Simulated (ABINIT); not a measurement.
Here is an ABINIT 10.8.3 (patched build) calculation.

run.abi

```
pp_dirpath "./"
pseudos "Si.upf"

acell 4.8207035216 4.7642004081 4.7726175701
rprim
     0.9998861453     0.0125491647    -0.0083794379
     0.0126979970     0.9999118307    -0.0038848025
    -0.0084638639    -0.0038779511     0.9999566613
ntypat 1
znucl 14
natom 1
typat 1
xred
     0.5000000000     0.5000000000     0.5000000000
chkprim 0
chksymtnons 0
tolsym 1.0e-6

ecut 18.0

kptopt 1
ngkpt 8 8 8
nshiftk 1
shiftk 0.0 0.0 0.0

ixc -120135

nband 6
occopt 3
tsmear 0.00183747

nstep 100
tolvrs 1.0e-10

iomode 3
prtwf 0
prtden 0
prteig 0
prtebands 0
```

Potentials or basis: PseudoDojo NC SR PBEsol v0.4 stringent.

The run is started by

```console
$ abinit run.abi > log 2>&1
```

Q: What does it give for the band gap on the k mesh?

A: None (metal or under the smearing width).

Q: Predict the pressure.

A: -3.7 GPa.

Stress tensor (GPa, compression positive):
```
-3.47 -0.34  0.38
-0.34 -3.94  0.43
 0.38  0.43 -3.55
```

Caveat: the potentials were made for another functional, which shifts forces and pressure.
